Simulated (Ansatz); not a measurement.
Working through an equation of state with a fit of BiTe, space group Fm-3m

Computed with Ansatz 0.2.0, Python API.

Notebook, run cell by cell (the value of a cell's last expression is shown):

**Cell 1**
```python
import warnings

import ansatz as az
import numpy as np

vectors0 = np.array([
    [0.0, 3.235, 3.235],
    [3.235, 0.0, 3.235],
    [3.235, 3.235, 0.0],
])
sites = [
    ('Bi', (0.0, 0.0, 0.0)),
    ('Te', (0.5, 0.5, 0.5)),
]
```

**Cell 2**
```python
def crystal_on(cell):
    crystal = az.Crystal(lattice=az.Lattice.of(cell))
    for symbol, position in sites:
        crystal = crystal.atom(symbol, position)
    return crystal
```

**Cell 3**
```python
warnings.simplefilter('ignore', az.DeckWarning)
```

**Cell 4**
```python
# uniform scaling of the cell
volumes, energies = [], []
for scale in np.linspace(0.94, 1.06, 7):
    cell = vectors0 * scale ** (1 / 3)
    calculation = crystal_on(cell).calculation()
    calculation = calculation.functional('pbesol')
    calculation = calculation.pseudopotentials('paw').occupations('Fermi-Dirac', width=100 * az.meV)
    calculation = calculation.basis(500)
    calculation = calculation.kpoints(6, 6, 6)
    data = calculation.run(threads=1).report
    volumes.append(abs(np.linalg.det(cell)) / len(sites))
    energies.append(data['free_energy_ev'] / len(sites))
    print(f'V = {volumes[-1]:8.4f} A^3/atom  F = {energies[-1]:.5f} eV/atom')
```
Output:
```text
V =  31.8237 A^3/atom  F = -9571.84158 eV/atom
V =  32.5008 A^3/atom  F = -9571.84608 eV/atom
V =  33.1779 A^3/atom  F = -9571.84571 eV/atom
V =  33.8550 A^3/atom  F = -9571.84099 eV/atom
V =  34.5321 A^3/atom  F = -9571.83238 eV/atom
V =  35.2092 A^3/atom  F = -9571.82030 eV/atom
V =  35.8863 A^3/atom  F = -9571.80513 eV/atom
```

**Cell 5**
```python
# third-order Birch-Murnaghan: a cubic in V^(-2/3)
x = np.array(volumes) ** (-2 / 3)
poly = np.polynomial.Polynomial.fit(x, energies, 3).convert()
roots = poly.deriv().roots()
x0 = min((r.real for r in roots if abs(r.imag) < 1e-9 and poly.deriv(2)(r.real) > 0), key=lambda r: abs(r - x.mean()))
v0 = x0 ** -1.5
b0 = 4 / 9 * poly.deriv(2)(x0) * v0 ** (-7 / 3) * 160.21766
b1 = 4 + 2 / 3 * x0 * poly.deriv(3)(x0) / poly.deriv(2)(x0)
print(f'V0 = {v0:.4f} A^3/atom, B0 = {b0:.1f} GPa, dB/dP = {b1:.2f}')
```
Output:
```text
V0 = 32.7817 A^3/atom, B0 = 53.2 GPa, dB/dP = 4.48
```

A third-order Birch-Murnaghan fit through the 7 points has its minimum at 32.78 Å³ an atom, 3.2 % below the typed cell, with a bulk modulus of 53 GPa and dB/dP = 4.5. From that minimum the energy rises by 4.9 meV an atom on the compressed side and 41.4 meV on the expanded side. The window is off centre, so dB/dP is rough.

Notes:
- Absolute energies stand on the zero of these potentials, so only differences at equal settings mean something.
- For a metal this k-point mesh is coarse: on a finer one energies can move by several to tens of meV an atom and pressures by half a GPa or more, differences at one mesh by less.
- Spin-orbit coupling, which matters for elements this heavy, is left out.
- The starting cell is as deposited in a crystallographic database; the results hold for this polymorph, which needn't be the stable one.
- The whole script took 11 s on 1 thread of Arm Neoverse V1, on a shared host, peak memory 0.41 GiB.
